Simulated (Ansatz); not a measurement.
Crystal: NbTe.

```
Te Nb
1.0
     3.70297    0.00000    0.00000
    -1.85149    3.20687    0.00000
     0.00000    0.00000    3.69421
Te Nb
1 1
Cartesian
  1.8515 1.0690 0.0000
  0.0000 0.0000 1.8471
```

The cell comes from a database or a generator and needn't be the stable form of this composition.

Program: Ansatz 0.2.0. Alike in all runs: potentials or basis all-electron LAPW, scalar-relativistic; no spin polarisation; cell as given; k mesh 8 × 8 × 7; basis error allowed 0.001 eV/atom.

Question: Order these runs on this cell by their pressure, lowest first.
A. level PBE; cutoff (eV) 233; smearing fermi-dirac 0.05 eV
B. level LDA; cutoff (eV) 233; smearing fermi-dirac 0.05 eV
C. level PBEsol; cutoff (eV) 233; smearing gaussian 0.05 eV
D. level RPBE; cutoff (eV) 234; smearing gaussian 0.02 eV

Answer: B (-7.5 GPa), C (-5.3 GPa), A (-0.6 GPa), D (1.5 GPa).

Not every run made on this cell is shown here.
